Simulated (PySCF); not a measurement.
# UHF/3-21G run of C2H2FGe (SMILES C#[C][GeH][F])

What is the energy change on altering one bond length of C2H2FGe at UHF/3-21G? Input form: a Python script.

Program for the calculation: PySCF 2.14.0.

2 further runs of the same task are left out: 2 set aside as unsound or not needed.

## (1) The structure to begin with

The species is C2H2FGe (6 atoms), meant as a doublet with charge 0. As SMILES, `C#[C][GeH][F]`. The coordinates come from a PBE0-D4/def2-TZVP relaxation.

Bond lengths: C1–C2 1.208 Å, C2–Ge3 1.890 Å, Ge3–F4 1.742 Å, C1–H5 1.066 Å, Ge3–H6 1.546 Å. Angles: C1–C2–Ge3 172.4°, C2–Ge3–F4 106.6°, C2–C1–H5 178.7°, C2–Ge3–H6 112.0°, F4–Ge3–H6 106.4°.

## (2) A single-point energy at UHF/3-21G

File input.xyz:

```xyz
6
C2H2FGe
C     -0.259200     0.074500    -1.769000
C      0.006200     0.034600    -0.591400
Ge     0.661100    -0.021100     1.180400
F     -0.021800    -1.442400     1.919600
H     -0.516900     0.107000    -2.803300
H      0.172500     1.183400     2.017600
```

File calc.py:

```python
# C#[C][GeH][F]
from pyscf import gto, scf

mol = gto.Mole()
mol.atom = 'input.xyz'
mol.basis = '3-21g'
mol.charge = 0
mol.max_memory = 1860
mol.spin = 1
mol.verbose = 4
mol.build()

calc0 = scf.UHF(mol)
calc0.conv_tol = 1e-10
calc0.kernel()
if not calc0.converged:
    calc0 = calc0.newton().run(calc0.mo_coeff, calc0.mo_occ)

energy = calc0.e_tot
print(f'total energy: {energy:.8f} hartree')
```

Launch:

```
$ OMP_NUM_THREADS=1 python calc.py
```

Output:

```text
PySCF version 2.14.0

[... 122 lines left out ...]
converged SCF energy = -2240.68289336848  <S^2> = 0.82813214  2S+1 = 2.0766628
total energy: -2240.68289337 hartree
```

Run time: 0.84 s. Hardware: 1 thread of Arm Neoverse V2, shared host; peak memory 0.11 GiB.

## (3) The distorted shape

File mol.xyz:

```xyz
6

C     -0.112633    -0.286817    -2.020137
C      0.152767    -0.326717    -0.842537
Ge     0.807667    -0.382417     0.929263
F      0.124767    -1.803717     1.668463
H     -0.370333    -0.254317    -3.054437
H      0.172500     1.183400     2.017600
```

File run.py:

```python
from pyscf import gto, scf

mol = gto.M(
    atom='mol.xyz',
    spin=1,
    verbose=4,
    max_memory=1860,
    charge=0,
    basis='3-21g',
)

hf = scf.UHF(mol)
hf.conv_tol = 1e-10
hf.kernel()
if not hf.converged:
    hf = hf.newton().run(hf.mo_coeff, hf.mo_occ)

e_tot = hf.e_tot
print('E(%s) = %.9f' % ('HF', e_tot))
```

Launch:

```
$ OMP_NUM_THREADS=1 python run.py
```

Output:

```text
PySCF version 2.14.0

[... 130 lines left out ...]
converged SCF energy = -2240.6474465517  <S^2> = 0.8540555  2S+1 = 2.1014809
E(HF) = -2240.647446552
```

Wall time 0.87 s (1 thread of Arm Neoverse V2, shared host); peak memory 0.11 GiB.

## (4) Outcome

Level: UHF/3-21G.

```
                                                          quantity           value
                                         first shape: total energy  -2240.68289 Eh
                                        first shape: dipole moment          2.85 D
                   first shape: HOMO energy (highest over α and β)        -9.35 eV
                    first shape: LUMO energy (lowest over α and β)         0.48 eV
                                                 first shape: ⟨S²⟩           0.828
                                     distorted shape: total energy  -2240.64745 Eh
                                    distorted shape: dipole moment          2.86 D
               distorted shape: HOMO energy (highest over α and β)        -9.58 eV
                distorted shape: LUMO energy (lowest over α and β)         0.07 eV
                                             distorted shape: ⟨S²⟩           0.854
energy change with the Ge3–H6 bond stretched from 1.546 to 2.010 Å        0.965 eV
```

With the Ge3–H6 bond stretched from 1.546 to 2.010 Å the energy rises by 0.96 eV (93.1 kJ/mol). The first shape isn't relaxed at this level, so the change isn't measured from a minimum. ⟨S²⟩ (distorted shape) is 0.85 where a pure doublet has 0.75: the reference is spin-contaminated.
